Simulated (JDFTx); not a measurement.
The system is TiRh.

```xyz
2
Lattice="2.9880 0.0000 0.0000 0.0000 2.9880 0.0000 0.0000 0.0000 3.3500" Properties=species:S:1:pos:R:3 pbc="T T T"
Rh    0.0000    0.0000    0.0000
Ti    1.4940    1.4940    1.6750
```

- Program: JDFTx 1.7.0 (patched build)
- Task: single point
- Functional: PBEsol
- Potentials or basis: PseudoDojo-SR-PBEsol-0.4.1-standard with smoothed tails
- Cutoff: 1197 eV
- Density cutoff: 9578 eV
- k mesh: 9 × 9 × 8
- Occupations: fermi-dirac, width 0.05 eV
- Spin: no spin polarisation

On this cell: pressure -6.6 GPa; largest force under 0.003 eV/Å; band gap on the k mesh none (metal or under the smearing width).

The same run follows on a disturbed copy (atoms moved at random, drawn with an rms of 0.05 Å):

```xyz
2
Lattice="2.9880 0.0000 0.0000 0.0000 2.9880 0.0000 0.0000 0.0000 3.3500" Properties=species:S:1:pos:R:3 pbc="T T T"
Rh   -0.0199    0.0004    0.0289
Ti    1.4587    1.4967    1.7051
```

Problem. What changes?

Solution. The energy (extrapolated to zero smearing) moves by +0.2 meV/atom; pressure -6.6 GPa; largest force 0.058 eV/Å; band gap on the k mesh none (metal or under the smearing width).

Forces on the atoms (eV/Å):
```
Rh  -0.057  0.009  0.005
Ti   0.057 -0.009 -0.005
```

Stress tensor (GPa, compression positive):
```
-7.63  0.00  0.00
 0.00 -7.62  0.00
 0.00  0.00 -4.66
```
